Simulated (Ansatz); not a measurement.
# ClFGeH₄OSi: two torsions

A grid of calculations on ClFGeH4OSi, SMILES [OH][GeH]([F])[SiH2]Cl, to see where the energy is lowest and how it rises around there.

Computed with Ansatz 0.2.0. Level: RKS PBE0-D4/def2-TZVP.

### 1 The system as given

SMILES `[OH][GeH]([F])[SiH2]Cl`, 9 atoms, charge 0, spin multiplicity 1.

Atoms are counted from 1 here; the program's logs count them from 0.

Bond lengths: O1–Ge2 1.788 Å, O1–H6 0.980 Å, Ge2–F3 1.768 Å, Ge2–Si4 2.404 Å, Ge2–H7 1.547 Å, Si4–Cl5 2.101 Å, Si4–H8 1.502 Å, Si4–H9 1.500 Å. Angles: Ge2–O1–H6 108.8°, O1–Ge2–F3 108.4°, O1–Ge2–Si4 106.2°, O1–Ge2–H7 106.1°, F3–Ge2–Si4 105.6°, F3–Ge2–H7 106.7°, Si4–Ge2–H7 123.1°, Ge2–Si4–Cl5 101.6°, Ge2–Si4–H8 112.7°, Ge2–Si4–H9 114.4°, Cl5–Si4–H8 108.5°, Cl5–Si4–H9 109.0°, H8–Si4–H9 110.2°.

Coordinates:

```mol
ClFGeH4OSi
  3D, bonds by distance, orders not assigned

  9  8  0  0  0  0  0  0  0  0999 V2000
    1.2364    1.4946   -0.7413 O   0  0
    1.1204   -0.1891   -0.1500 Ge  0  0
    1.8169   -0.2592    1.4735 F   0  0
   -1.2240   -0.6434    0.1302 Si  0  0
   -1.9755    1.2690    0.5681 Cl  0  0
    0.4921    2.0113   -0.3690 H   0  0
    2.0405   -1.0301   -1.0660 H   0  0
   -1.8746   -1.1342   -1.1317 H   0  0
   -1.5437   -1.5650    1.2691 H   0  0
  1  2  8  0
  1  6  8  0
  2  3  8  0
  2  4  8  0
  2  7  8  0
  4  5  8  0
  4  8  8  0
  4  9  8  0
M  END
```

This geometry comes from a loose relaxation at PBE in a small basis, which is not shown.

### 2 Geometry optimisation

File input.yaml:

```yaml
crystal:
  periodic: [false, false, false]
  atoms:
    - { symbol: O, position_ang: [1.236401, 1.494559, -0.7413] }
    - { symbol: Ge, position_ang: [1.120401, -0.189075, -0.150014] }
    - { symbol: F, position_ang: [1.816947, -0.259246, 1.473501] }
    - { symbol: Si, position_ang: [-1.22401, -0.64342, 0.130192] }
    - { symbol: Cl, position_ang: [-1.975548, 1.26902, 0.568084] }
    - { symbol: H, position_ang: [0.4921, 2.011336, -0.369012] }
    - { symbol: H, position_ang: [2.040523, -1.030133, -1.065998] }
    - { symbol: H, position_ang: [-1.874576, -1.134205, -1.131677] }
    - { symbol: H, position_ang: [-1.543738, -1.565037, 1.269125] }
basis:
  gaussian: { orbitals: def2-TZVP }
hamiltonian:
  xc: pbe0
  dispersion: d4
output:
  forces: true
relax:
  f_tol: 0.003
  max_steps: 120
```

On the command line:

```
ansatz run input.yaml --threads 1 --pin off --max-ram 2560MiB --backend cpu --events-out ev --progress --plain --runs-dir out
```

What it wrote, shortened:

```text
Warning: RAYON_NUM_THREADS=1 ignored (pool sized by the plan → 1); use --threads N
[...]
Functional definition: PBE0
[...]
1420 factors; their error is unknown
[...]
mean field -81734.15777200 eV, -3003.6748967191 hartree, gradient 5.7e-5 eV, S^2 0.000000; 0 other end points of the search recorded, 0 dependent functions left out
[...]
reference -81734.15780388 eV, -3003.6748978905 hartree; 42, 42 occupied and 166, 166 virtual orbitals, 1420 factors
relax step   1: F+E_penalty+E_count = -81734.35946541 eV  Δ(F+E_penalty+E_count) = +0.000e0 eV  max|allowed force component| = 6.496e-1 eV/Å  Δτ_max = 0.0000 Å  (29 SCF iters, accepted)
[...]
relax step   7: F+E_penalty+E_count = -81734.41345755 eV  Δ(F+E_penalty+E_count) = -1.391e-4 eV  max|allowed force component| = 6.788e-3 eV/Å  Δτ_max = 0.0128 Å  (32 SCF iters, accepted)
[...]
relax step   8: F+E_penalty+E_count = -81734.41347694 eV  Δ(F+E_penalty+E_count) = -1.940e-5 eV  max|allowed force component| = 2.164e-3 eV/Å  Δτ_max = 0.0033 Å  (23 SCF iters, accepted)
1420 factors; their error is unknown
mean field -81734.21367759 eV, -3003.6769512115 hartree, gradient 1.0e-5 eV, S^2 0.000000; 1 other end points of the search recorded, 0 dependent functions left out
[...]
reference -81734.21370961 eV, -3003.6769523884 hartree; 42, 42 occupied and 166, 166 virtual orbitals, 1420 factors
Total energy: -81734.41350897 eV, -3003.6842948793 hartree
Atom 0 at     1.288467     1.474915    -0.769882 Å, force     0.002164     0.000800    -0.001770 eV/Å
Atom 1 at     1.087487    -0.166853    -0.155325 Å, force     0.000891     0.001334     0.001171 eV/Å
Atom 2 at     1.771198    -0.217020     1.449837 Å, force    -0.000227     0.000111    -0.000043 eV/Å
Atom 3 at    -1.243487    -0.636515     0.136401 Å, force    -0.000730    -0.001178     0.001321 eV/Å
Atom 4 at    -2.100111     1.177511     0.612424 Å, force    -0.000535    -0.000103     0.000275 eV/Å
Atom 5 at     0.664000     2.094551    -0.381700 Å, force    -0.000349    -0.000839     0.000712 eV/Å
Atom 6 at     1.975418    -1.054937    -1.033747 Å, force    -0.000174    -0.000170    -0.000232 eV/Å
Atom 7 at    -1.862673    -1.128631    -1.117724 Å, force    -0.001176    -0.000234    -0.001045 eV/Å
Atom 8 at    -1.491799    -1.589222     1.242617 Å, force     0.000136     0.000278    -0.000388 eV/Å
Dipole moment:    -0.365903    -0.279729    -0.233197 e Å
```

Run time: 4.1 min. Hardware: 1 thread of Arm Neoverse N1, shared host; peak memory 0.61 GiB.

Step by step:

```tsv
step	energy from step 1 (eV)	largest force component (eV/Å)
1	0.0000	0.6496
2	-0.0398	0.3904
3	-0.0501	0.1199
4	-0.0523	0.0590
5	-0.0537	0.0482
6	-0.0539	0.0327
7	-0.0540	0.0068
8	-0.0540	0.0022
```

Distances of close pairs at the start and the end, largest changes first:

```tsv
bond	before (Å)	after (Å)	change (Å)
Si4–Cl5	2.101	2.062	-0.039
O1–Ge2	1.788	1.765	-0.024
Ge2–F3	1.768	1.745	-0.023
Si4–H8	1.502	1.483	-0.019
Si4–H9	1.500	1.481	-0.019
O1–H6	0.980	0.962	-0.018
Ge2–H7	1.547	1.533	-0.014
Ge2–Si4	2.404	2.396	-0.009
```

### 3 Plan of the scan

The axes are (1) dihedral H6–O1–Ge2–Si4: 10 values from −180 to 144 °, periodic; (2) dihedral O1–Ge2–Si4–Cl5: 10 values from −180 to 144 °, periodic.

Nothing else is relaxed (all other coordinates rigid). Energies count from the relaxed molecule at the same level. Points are written as (first, second).

Of the runs on the grid, 3 are shown in the steps below; the others differ only in the two coordinates.

### 4 Point (−144°, −108°)

File input.yaml:

```yaml
crystal:
  periodic: [false, false, false]
  atoms:
    - { symbol: O, position_ang: [1.288467, 1.474915, -0.769882] }
    - { symbol: Ge, position_ang: [1.087487, -0.166853, -0.155325] }
    - { symbol: F, position_ang: [0.229441, -1.083101, -1.368079] }
    - { symbol: Si, position_ang: [3.229762, -1.222137, 0.034832] }
    - { symbol: Cl, position_ang: [3.278548, -2.613544, -1.485925] }
    - { symbol: H, position_ang: [0.664, 2.094551, -0.3817] }
    - { symbol: H, position_ang: [0.146366, -0.051509, 1.04872] }
    - { symbol: H, position_ang: [4.33491, -0.257619, -0.181395] }
    - { symbol: H, position_ang: [3.400544, -1.920447, 1.329521] }
basis:
  gaussian: { orbitals: def2-TZVP }
hamiltonian:
  xc: pbe0
  dispersion: d4
output:
  forces: true
```

On the command line:

```
ansatz run input.yaml --threads 1 --pin off --max-ram 2560MiB --backend cpu --events-out ev --progress --plain --runs-dir out
```

What it wrote, shortened:

```text
Warning: RAYON_NUM_THREADS=1 ignored (pool sized by the plan → 1); use --threads N
[...]
[... 1 set-up line as earlier in the session ...]
[...]
1420 factors; their error is unknown
[...]
mean field -81734.10333668 eV, -3003.6728962578 hartree, gradient 6.0e-5 eV, S^2 0.000000; 0 other end points of the search recorded, 0 dependent functions left out
[...]
reference -81734.10336850 eV, -3003.6728974273 hartree; 42, 42 occupied and 166, 166 virtual orbitals, 1420 factors
Total energy: -81734.29902067 eV, -3003.6800875120 hartree
Atom 0 at     1.288467     1.474915    -0.769882 Å, force     0.114613     0.202181    -0.054172 eV/Å
Atom 1 at     1.087487    -0.166853    -0.155325 Å, force    -0.069294    -0.022099    -0.026619 eV/Å
Atom 2 at     0.229441    -1.083101    -1.368079 Å, force     0.028735     0.125905     0.132081 eV/Å
Atom 3 at     3.229762    -1.222137     0.034832 Å, force     0.061613    -0.188563    -0.386845 eV/Å
Atom 4 at     3.278548    -2.613544    -1.485925 Å, force     0.063368     0.086791     0.182156 eV/Å
Atom 5 at     0.664000     2.094551    -0.381700 Å, force     0.012294    -0.086844    -0.116324 eV/Å
Atom 6 at     0.146366    -0.051509     1.048720 Å, force    -0.108031    -0.162615     0.167412 eV/Å
Atom 7 at     4.334910    -0.257619    -0.181395 Å, force    -0.059489     0.027887     0.054836 eV/Å
Atom 8 at     3.400544    -1.920447     1.329521 Å, force    -0.043808     0.017357     0.047475 eV/Å
Dipole moment:     0.071204     0.302758     0.673244 e Å
```

Run time: 24 s. Hardware: 1 thread of Arm Neoverse N1, shared host; peak memory 0.6 GiB.

Energy on the map's scale: 2.64 kcal/mol.

### 5 Point (−36°, 144°)

File input.yaml:

```yaml
crystal:
  periodic: [false, false, false]
  atoms:
    - { symbol: O, position_ang: [1.288467, 1.474915, -0.769882] }
    - { symbol: Ge, position_ang: [1.087487, -0.166853, -0.155325] }
    - { symbol: F, position_ang: [2.650603, -0.942227, -0.199937] }
    - { symbol: Si, position_ang: [0.48688, -0.089908, 2.162535] }
    - { symbol: Cl, position_ang: [-0.830618, -1.653692, 2.426868] }
    - { symbol: H, position_ang: [0.664, 2.094551, -0.3817] }
    - { symbol: H, position_ang: [0.212133, -0.89441, -1.181559] }
    - { symbol: H, position_ang: [1.661009, -0.31754, 3.038894] }
    - { symbol: H, position_ang: [-0.191083, 1.175265, 2.52685] }
basis:
  gaussian: { orbitals: def2-TZVP }
hamiltonian:
  xc: pbe0
  dispersion: d4
output:
  forces: true
```

On the command line:

```
ansatz run input.yaml --threads 1 --pin off --max-ram 2560MiB --backend cpu --events-out ev --progress --plain --runs-dir out
```

What it wrote, shortened:

```text
Warning: RAYON_NUM_THREADS=1 ignored (pool sized by the plan → 1); use --threads N
[...]
[... 1 set-up line as earlier in the session ...]
[...]
1420 factors; their error is unknown
[...]
mean field -81734.04808375 eV, -3003.6708657501 hartree, gradient 6.1e-5 eV, S^2 0.000000; 0 other end points of the search recorded, 0 dependent functions left out
[...]
reference -81734.04811573 eV, -3003.6708669254 hartree; 42, 42 occupied and 166, 166 virtual orbitals, 1420 factors
Total energy: -81734.24078675 eV, -3003.6779474549 hartree
Atom 0 at     1.288467     1.474915    -0.769882 Å, force     0.159837     0.317213    -0.102763 eV/Å
Atom 1 at     1.087487    -0.166853    -0.155325 Å, force     0.032772    -0.093628     0.126658 eV/Å
Atom 2 at     2.650603    -0.942227    -0.199937 Å, force    -0.181679     0.242763    -0.104264 eV/Å
Atom 3 at     0.486880    -0.089908     2.162535 Å, force    -0.052141    -0.375517     0.015890 eV/Å
Atom 4 at    -0.830618    -1.653692     2.426868 Å, force    -0.040360     0.043018     0.092160 eV/Å
Atom 5 at     0.664000     2.094551    -0.381700 Å, force     0.137797    -0.017884    -0.016224 eV/Å
Atom 6 at     0.212133    -0.894410    -1.181559 Å, force    -0.024605    -0.240850     0.069647 eV/Å
Atom 7 at     1.661009    -0.317540     3.038894 Å, force    -0.003996     0.057960    -0.047329 eV/Å
Atom 8 at    -0.191083     1.175265     2.526850 Å, force    -0.027626     0.066925    -0.033775 eV/Å
Dipole moment:    -0.442911     0.326577     0.262353 e Å
```

Wall time 25 s (1 thread of Arm Neoverse N1, shared host); peak memory 0.59 GiB.

Energy on the map's scale: 3.98 kcal/mol.

### 6 The run at (36°, −36°)

File input.yaml:

```yaml
crystal:
  periodic: [false, false, false]
  atoms:
    - { symbol: O, position_ang: [1.288467, 1.474915, -0.769882] }
    - { symbol: Ge, position_ang: [1.087487, -0.166853, -0.155325] }
    - { symbol: F, position_ang: [1.825284, -0.232892, 1.425124] }
    - { symbol: Si, position_ang: [-1.237965, -0.607906, 0.214635] }
    - { symbol: Cl, position_ang: [-2.021604, 1.176931, 0.886469] }
    - { symbol: H, position_ang: [0.664, 2.094551, -0.3817] }
    - { symbol: H, position_ang: [1.933106, -1.062334, -1.067346] }
    - { symbol: H, position_ang: [-1.930982, -0.976123, -1.043358] }
    - { symbol: H, position_ang: [-1.456772, -1.646699, 1.247134] }
basis:
  gaussian: { orbitals: def2-TZVP }
hamiltonian:
  xc: pbe0
  dispersion: d4
output:
  forces: true
```

On the command line:

```
ansatz run input.yaml --threads 1 --pin off --max-ram 2560MiB --backend cpu --events-out ev --progress --plain --runs-dir out
```

What it wrote, shortened:

```text
Warning: RAYON_NUM_THREADS=1 ignored (pool sized by the plan → 1); use --threads N
[...]
[... 1 set-up line as earlier in the session ...]
[...]
1420 factors; their error is unknown
[...]
mean field -81734.21252510 eV, -3003.6769088585 hartree, gradient 5.7e-5 eV, S^2 0.000000; 0 other end points of the search recorded, 0 dependent functions left out
[...]
reference -81734.21255723 eV, -3003.6769100392 hartree; 42, 42 occupied and 166, 166 virtual orbitals, 1420 factors
Total energy: -81734.41232800 eV, -3003.6842514794 hartree
Atom 0 at     1.288467     1.474915    -0.769882 Å, force    -0.016313     0.010826    -0.011544 eV/Å
Atom 1 at     1.087487    -0.166853    -0.155325 Å, force    -0.006350    -0.007383     0.003353 eV/Å
Atom 2 at     1.825284    -0.232892     1.425124 Å, force    -0.006387    -0.001132    -0.010303 eV/Å
Atom 3 at    -1.237965    -0.607906     0.214635 Å, force     0.006373     0.000953     0.014009 eV/Å
Atom 4 at    -2.021604     1.176931     0.886469 Å, force     0.002620    -0.001481    -0.011272 eV/Å
Atom 5 at     0.664000     2.094551    -0.381700 Å, force     0.016004     0.002813     0.014363 eV/Å
Atom 6 at     1.933106    -1.062334    -1.067346 Å, force     0.003697    -0.002003     0.002902 eV/Å
Atom 7 at    -1.930982    -0.976123    -1.043358 Å, force     0.002108    -0.001430    -0.001973 eV/Å
Atom 8 at    -1.456772    -1.646699     1.247134 Å, force    -0.001753    -0.001163     0.000465 eV/Å
Dipole moment:    -0.387647    -0.271145    -0.245907 e Å
```

It took 26 s on 1 thread of Arm Neoverse N1, shared host; peak memory 0.6 GiB.

On the map this point reads 0.027 kcal/mol.

### 7 The map

100 points were computed. Energies in kcal/mol, from the relaxed molecule at the same level:

```
dihedral O1–Ge2–Si4–Cl5 (°) ↓, dihedral H6–O1–Ge2–Si4 (°) →  −180  −144  −108   −72   −36     0    36    72   108   144
                                                        144  1.16  1.62  3.06  4.23  3.98  2.73  1.72  1.66  2.00  1.69
                                                        108  1.17  1.47  2.89  4.10  3.85  2.41  1.36  1.55  2.12  1.85
                                                         72  1.00  1.11  2.22  3.19  2.98  1.84  0.82  0.98  1.67  1.61
                                                         36  1.63  1.82  2.79  3.33  2.49  1.33  0.93  1.39  2.14  2.12
                                                          0  2.17  2.47  3.66  4.34  3.12  1.00  0.49  1.52  2.62  2.67
                                                        −36  1.82  2.13  3.43  4.45  3.74  1.48  0.03  0.72  1.95  2.21
                                                        −72  1.75  2.21  3.56  4.62  4.19  2.54  1.07  1.13  1.92  2.04
                                                       −108  2.08  2.64  4.20  5.38  4.90  3.27  2.10  2.19  2.72  2.54
                                                       −144  1.62  2.07  3.66  5.06  4.83  3.16  1.79  1.83  2.40  2.19
                                                       −180  0.99  1.41  2.85  4.16  4.11  2.81  1.45  1.25  1.66  1.48
```

On the same grid, largest force on an atom (eV/Å):

```csv
"dihedral O1–Ge2–Si4–Cl5 (°) ↓, dihedral H6–O1–Ge2–Si4 (°) →",−180,−144,−108,−72,−36,0,36,72,108,144
144,0.29,0.27,0.35,0.45,0.38,0.42,0.39,0.32,0.34,0.37
108,0.29,0.26,0.32,0.41,0.33,0.40,0.38,0.31,0.30,0.34
72,0.28,0.26,0.28,0.37,0.28,0.31,0.33,0.28,0.26,0.31
36,0.37,0.29,0.27,0.34,0.27,0.18,0.20,0.24,0.29,0.36
0,0.45,0.39,0.29,0.37,0.30,0.13,0.09,0.21,0.33,0.44
−36,0.44,0.39,0.33,0.40,0.33,0.19,0.02,0.17,0.27,0.40
−72,0.42,0.41,0.38,0.45,0.38,0.28,0.20,0.19,0.25,0.35
−108,0.39,0.43,0.45,0.50,0.47,0.47,0.41,0.35,0.31,0.33
−144,0.29,0.35,0.42,0.48,0.48,0.50,0.46,0.38,0.30,0.33
−180,0.29,0.27,0.37,0.46,0.43,0.46,0.42,0.34,0.33,0.35
```

Energy (kcal/mol) at eleven even steps along the easiest path on the interpolated surface, from (36°, −36°): 0.00, 0.05, 0.18, 0.38, 0.58, 0.75, 0.87, 0.93, 0.91, 0.83, 0.74.

### 8 Summary of results

| quantity | value |
| --- | --- |
| lowest point | (36°, −36°), 0.027 kcal/mol |
| highest computed point | (−72°, −108°), 5.36 kcal/mol above the lowest |
| largest force on an atom (eV/Å) | 0.02 at (36°, −36°) to 0.50 at (0°, −144°); 0.02 at the lowest point |
| time for the whole task | 52 min on 1 thread, shared host |

In words: The lowest computed point is at (36°, −36°), 0.027 kcal/mol from the relaxed molecule at the same level. There are further wells near (36°, 72°) (0.79 kcal/mol above the lowest at that grid point); (−180°, −180°) (0.96 kcal/mol above the lowest at that grid point); (−180°, 72°) (0.97 kcal/mol above the lowest at that grid point). The highest computed point, (−72°, −108°), lies 5.36 kcal/mol above the lowest. On the interpolated surface the easiest way out of the lowest well to the well at (36°, 72°) passes a barrier of about 0.93 kcal/mol. Round the minimum the valley is somewhat tilted: raising dihedral H6–O1–Ge2–Si4 shifts the best value of dihedral O1–Ge2–Si4–Cl5 downwards (coupling k₁₂/√(k₁₁k₂₂) about 0.4).
